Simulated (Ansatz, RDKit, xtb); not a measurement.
**C3H9NOSi2: ranking a sample of isomers**

A sample of isomers of C3H9NOSi2 is drawn. Aim: find which of them has the lowest free energy at 298.15 K, then its properties. The sample is small against all isomers, and the most stable one of this formula need not be in it.

The funnel: GFN2-xTB relaxations, single points with a density functional, relaxations at r2SCAN-D4/def2-SVP, harmonic vibrations (at GFN2-xTB), and a last energy at a higher level. All values are calculated.

## 1. Possible bonding patterns

Isomers were taken from a list of plausible structures; this is a sample, not all of them. That gives 4 candidates.

```tsv
label	SMILES	spin
c042	C=C[SiH2]N[SiH2]C=O	singlet
c254	C=C[Si@@H](C=O)N[SiH3]	singlet
c764	C=CN([SiH3])[SiH2]C=O	singlet
c788	C=C[SiH2]N([SiH3])C=O	singlet
```

Candidates are built by distance geometry, with a force field where one applies, in up to four conformers (letters a to d).

Q: Predict the outcome of this search (final energies at CCSD(T)/def2-SVP + MP2/def2-TZVPP - MP2/def2-SVP).

| quantity | value |
| --- | --- |
| lowest structure found | C=C[SiH2]N([SiH3])C=O, singlet |
| next finalist | C=C[Si@@H](C=O)N[SiH3], singlet, 13.3 kcal/mol higher in G |
| share at equilibrium, among the finalists | 100.0 % |

The lowest structure found is `C=C[SiH2]N([SiH3])C=O`. The margin of 13.3 kcal/mol over the next finalist is beyond the usual error of the last level; it says nothing of structures that weren't ranked. With 5 minima in the window unscreened, the next finalist need not be the second lowest, and margin and share hold for the finalists alone. GFN2-xTB, HF/STO-3G, r2SCAN-D4/def2-SVP, r2SCAN-D4/def2-SVP, relaxed, HF/def2-SVP and MP2/def2-SVP already put its bonding pattern lowest among the structures in one piece. 5 minima inside the window were never screened. Lowest found is not proven lowest: the search is finite, and each finalist counts with one conformer. Only 4 drawn patterns were tried, so whole families of isomers are missing, and the result ranks only the part of this sample that was screened.
